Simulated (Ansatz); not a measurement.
# CH5GeNO: the cost of one run

All numbers are computed with Ansatz 0.2.0, driven from Python. Level of theory: r2SCAN/def2-SVP.

### 1 The structure

Bond lengths: C1–N2 1.252 Å, N2–Ge3 1.843 Å, Ge3–O4 1.750 Å, C1–H5 1.087 Å, C1–H6 1.150 Å, Ge3–H7 1.610 Å, Ge3–H8 1.522 Å, O4–H9 0.943 Å. Angles: C1–N2–Ge3 119.5°, N2–C1–H5 125.0°, N2–C1–H6 118.8°, H5–C1–H6 115.7°, N2–Ge3–O4 111.9°, N2–Ge3–H7 108.5°, N2–Ge3–H8 110.3°, O4–Ge3–H7 106.8°, O4–Ge3–H8 112.4°, H7–Ge3–H8 106.5°, Ge3–O4–H9 105.7°.

Input file ch5geno.xyz:

```xyz
9

C    -0.29880    1.54430    0.46020
N    -0.59630    0.42630    0.93760
Ge    0.13950   -1.09760    0.20670
O    -0.27180   -1.27580   -1.48530
H     0.31960    1.70270   -0.41960
H    -0.80870    2.48230    0.88660
H     1.74350   -0.98060    0.28690
H    -0.24700   -2.31790    1.02960
H     0.10850   -0.52990   -1.91990
```

### 2 Script

The input, run_scan.py:

```python
import ansatz as az
import numpy as np

ch5geno = az.Crystal.molecule_from_extxyz('ch5geno.xyz')

symbols = [site.symbol for site in ch5geno.cartesian_sites]
start = np.array([site.position_ang for site in ch5geno.cartesian_sites])
axis = (start[4] - start[0]) / np.linalg.norm(start[4] - start[0])
moving = [4]
lengths, energies = [0.957, 1.0, 1.044, 1.087, 1.13, 1.174, 1.217, 1.283], []
for length in lengths:
    xyz = start.copy()
    xyz[moving] += (length - np.linalg.norm(start[4] - start[0])) * axis
    point = az.Crystal.molecule()
    for symbol, place in zip(symbols, xyz):
        point = point.atom(symbol, place.tolist())
    calculation = point.calculation().basis(gaussian='def2-SVP').functional('r2scan')
    data = calculation.run(threads=1).report
    energies.append(data['free_energy_ev'])
    print(f'r = {length:6.3f} A  E = {energies[-1]:.5f} eV  <S^2> = {abs(data["mean_field"]["state"]["spin_squared"]):.3f}')

fit = np.polynomial.Polynomial.fit(lengths, np.array(energies) - min(energies), 4).convert()
roots = [r.real for r in fit.deriv().roots() if abs(r.imag) < 1e-9 and fit.deriv(2)(r.real) > 0]
r_e = min(roots, key=lambda r: abs(r - lengths[int(np.argmin(energies))]))
print(f'minimum of the fit at {r_e:.4f} A, force constant {fit.deriv(2)(r_e):.2f} eV/A^2')
```

### 3 The calls as engine input

The engine receives this input (first run):

```yaml
crystal:
  periodic: [false, false, false]
  atoms:
    - { symbol: C, position_ang: [-0.2988, 1.5443, 0.4602] }
    - { symbol: "N", position_ang: [-0.5963, 0.4263, 0.9376] }
    - { symbol: Ge, position_ang: [0.1395, -1.0976, 0.2067] }
    - { symbol: O, position_ang: [-0.2718, -1.2758, -1.4853] }
    - { symbol: H, position_ang: [0.24564504614013027, 1.6837568164757386, -0.3143840096928956] }
    - { symbol: H, position_ang: [-0.8087, 2.4823, 0.8866] }
    - { symbol: H, position_ang: [1.7435, -0.9806, 0.2869] }
    - { symbol: H, position_ang: [-0.247, -2.3179, 1.0296] }
    - { symbol: H, position_ang: [0.1085, -0.5299, -1.9199] }
basis:
  gaussian:
    orbitals: def2-SVP
hamiltonian:
  xc: r2scan
```

### 4 Running it

Command:

```sh
$ python run_scan.py
```

Q: Estimate wall time and peak memory on 1 thread of Arm Neoverse V1, shared host.

About 46 s, with a peak of 0.22 GiB.
